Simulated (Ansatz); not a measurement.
# CHBClFO: ionisation energy by level of theory

An exercise on one series of results from a longer session: the logs are not shown, and one member is left open.

Computed with Ansatz 0.2.0, Gaussian basis. Level: unrestricted cation, the program's frozen cores in correlated methods.

Levels to be run: UKS PBE-D4/def2-TZVPP; UKS r2SCAN-D4/def2-TZVPP; UKS PBE0-D4/def2-TZVPP; UKS B3LYP-D4/def2-TZVPP; UKS wB97X-V/def2-TZVPP; UKS wB97M-V/def2-TZVPP; UKS B2PLYP/def2-TZVPP; UHF-CCSD(T)/def2-TZVPP; UHF-MP2/def2-QZVPP; extrapolation to the limit; then −ε(HOMO) from the neutral's earlier runs with LDA (SPW92), PBE-D4, revPBE-D4, BLYP-D4, r2SCAN-D4, B97M-V, PBE0-D4, B3LYP-D4, r2SCANh-D4, r2SCAN0-D4, HSE06-D4, BHLYP-D4, CAM-B3LYP-D4, LC-ωPBE, ωB97X-V, ωB97M-V.

### The geometry

The geometry comes from an earlier relaxation with PBE0-D4 in a triple-zeta def2 set; it is a stationary point.

SMILES `FC1OB1Cl`, 6 atoms, charge 0, spin multiplicity 1.

Atoms are counted from 1 here; the program's logs count them from 0.

Bond lengths: F1–C2 1.347 Å, C2–O3 1.470 Å, C2–B4 1.505 Å, C2–H6 1.086 Å, O3–B4 1.335 Å, B4–Cl5 1.709 Å. Angles: F1–C2–O3 112.6°, F1–C2–B4 121.0°, F1–C2–H6 110.4°, O3–C2–B4 53.3°, O3–C2–H6 112.8°, B4–C2–H6 128.2°, C2–O3–B4 64.7°, C2–B4–O3 62.0°, C2–B4–Cl5 159.7°, O3–B4–Cl5 138.2°.

Set-up of the first run:

File in.yaml:

```yaml
crystal:
  periodic: [false, false, false]
  atoms:
    - {symbol: F, position_ang: [-0.276039, -1.630788, 0.652849]}
    - {symbol: C, position_ang: [-0.007095, -0.311085, 0.617662]}
    - {symbol: O, position_ang: [1.091337, 0.017612, -0.302453]}
    - {symbol: B, position_ang: [-0.111780, 0.466781, -0.666596]}
    - {symbol: Cl, position_ang: [-0.812046, 1.324210, -1.969035]}
    - {symbol: H, position_ang: [0.157722, 0.069070, 1.621272]}
basis:
  gaussian: {orbitals: def2-TZVPP}
total_charge: 1
magnetization: {spin_polarized: true, initial_magnetization: 1}
hamiltonian: {xc: pbe, dispersion: d4}
```

Steps of the session up to this table: Cation, UKS PBE-D4/def2-TZVPP; Cation, UKS r2SCAN-D4/def2-TZVPP; Cation, UKS PBE0-D4/def2-TZVPP; Cation, UKS B3LYP-D4/def2-TZVPP; Cation, UKS wB97X-V/def2-TZVPP; Cation, UKS wB97M-V/def2-TZVPP; Cation, UKS B2PLYP (frozen core)/def2-TZVPP; Cation, UHF-CCSD(T)/def2-TZVPP; Cation, UHF-MP2/def2-QZVPP.

One table of the session follows, with a row left open; its other results are not shown here.

For comparison, −ε(HOMO) of the neutral from earlier runs:

| functional | −ε(HOMO) (eV) |
| --- | --- |
| LDA (SPW92) | 7.11 |
| PBE-D4 | 6.92 |
| revPBE-D4 | 6.85 |
| BLYP-D4 | 6.84 |
| r2SCAN-D4 | 7.21 |
| B97M-V | 7.29 |
| PBE0-D4 | 8.42 |
| B3LYP-D4 | 8.21 |
| r2SCANh-D4 | 7.77 |
| r2SCAN0-D4 | 8.61 |
| HSE06-D4 | 8.01 |
| BHLYP-D4 | ? |
| CAM-B3LYP-D4 | 9.89 |
| LC-ωPBE | 11.22 |
| ωB97X-V | 10.84 |
| ωB97M-V | 10.71 |

Estimate the missing values for BHLYP-D4.

Worked estimate for «−ε(HOMO) (eV)». Against the share of exact exchange, BLYP-D4 (0, 6.84), B3LYP-D4 (0.2, 8.21) give a slope of 6.85 per unit share; at 0.5 the line stands at 10.26.

The run gave: −ε(HOMO) (eV): 9.85. In «−ε(HOMO) (eV)» the line misses by +0.41.
